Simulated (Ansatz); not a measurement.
**GeH₄S₃: one species, many methods**

An exercise on one series of results from a longer session: the logs are not shown, and one member is left open.

The runs use Ansatz 0.2.0, Gaussian basis; functionals in def2-TZVPP, the program's frozen cores in correlated methods.

The runs, in order: LDA (SPW92), PBE-D4, revPBE-D4, BLYP-D4, r2SCAN-D4, B97M-V, PBE0-D4, B3LYP-D4, r2SCANh-D4, r2SCAN0-D4, HSE06-D4, BHLYP-D4, CAM-B3LYP-D4, LC-ωPBE, ωB97X-V, ωB97M-V, B2PLYP, PBE-QIDH; CCSD(T)/def2-SVP; CCSD(T)/def2-TZVPP; MP2/def2-QZVPP; extrapolation to the limit; RPA on PBE.

**The geometry**

All runs share one geometry, relaxed beforehand with PBE0-D4 in a triple-zeta def2 set.

8 atoms, charge 0, spin multiplicity 1.

Atoms are counted from 1 here; the program's logs count them from 0.

Bond lengths: S1–Ge2 2.212 Å, S1–H5 1.344 Å, Ge2–S3 2.215 Å, Ge2–S4 2.219 Å, Ge2–H6 1.537 Å, S3–H7 1.345 Å, S4–H8 1.345 Å. Angles: Ge2–S1–H5 93.4°, S1–Ge2–S3 107.8°, S1–Ge2–S4 113.5°, S1–Ge2–H6 105.7°, S3–Ge2–S4 105.5°, S3–Ge2–H6 113.5°, S4–Ge2–H6 111.0°, Ge2–S3–H7 93.7°, Ge2–S4–H8 93.9°.

The first run:

in.yaml

```yaml
crystal:
  periodic: [false, false, false]
  atoms:
    - {symbol: S, position_ang: [-1.113661, 1.862856, -0.574526]}
    - {symbol: Ge, position_ang: [0.124776, 0.265061, 0.323154]}
    - {symbol: S, position_ang: [2.045424, 0.199385, -0.777935]}
    - {symbol: S, position_ang: [-0.751484, -1.762453, 0.107140]}
    - {symbol: H, position_ang: [-1.216404, 1.229789, -1.755278]}
    - {symbol: H, position_ang: [0.280787, 0.642216, 1.804541]}
    - {symbol: H, position_ang: [2.437668, -0.950847, -0.201993]}
    - {symbol: H, position_ang: [-1.714906, -1.543107, 1.019095]}
basis:
  gaussian: {orbitals: def2-TZVPP}
hamiltonian: {xc: lda}
output: {orbitals: {seedname: orbitals}}
```

Launch:

```sh
$ ansatz run in.yaml --threads 4 --pin off --events-out ev --progress --plain --max-ram 10444MiB
```

Steps of the session up to this table: LDA; PBE-D4 (GGA); revPBE-D4 (GGA); BLYP-D4 (GGA); r2SCAN-D4 (meta-GGA); B97M-V (meta-GGA); B3LYP-D4 (hybrid); r2SCANh-D4 (hybrid); r2SCAN0-D4 (hybrid); HSE06-D4 (hybrid); BHLYP-D4 (hybrid); CAM-B3LYP-D4 (range-separated); LC-ωPBE (range-separated); ωB97X-V (range-separated); ωB97M-V (range-separated); B2PLYP (double hybrid); PBE-QIDH (double hybrid).

One of the session's tables, all rows but one given; the rest of the session is left out.

It belongs to the step «Frontier levels by functional». 

```
  functional  HOMO (eV)  gap (eV)
 LDA (SPW92)      -6.40      4.34
      PBE-D4      -6.29      4.46
   revPBE-D4      -6.24      4.51
     BLYP-D4      -6.11      4.36
   r2SCAN-D4      -6.58      4.99
      B97M-V          ?         ?
     PBE0-D4      -7.51      6.62
    B3LYP-D4      -7.25      6.08
  r2SCANh-D4      -7.03      5.77
  r2SCAN0-D4      -7.70      6.94
    HSE06-D4      -7.12      5.85
    BHLYP-D4      -8.58      8.68
CAM-B3LYP-D4      -8.81      8.94
     LC-ωPBE     -10.23     11.55
     ωB97X-V      -9.86     11.08
     ωB97M-V      -9.66     10.72
```

Q: Estimate the row for B97M-V from the others.

As computed: HOMO (eV): -6.67; gap (eV): 5.12. In the column «HOMO (eV)» it lies between r2SCANh-D4 (-7.03) and r2SCAN-D4 (-6.58).
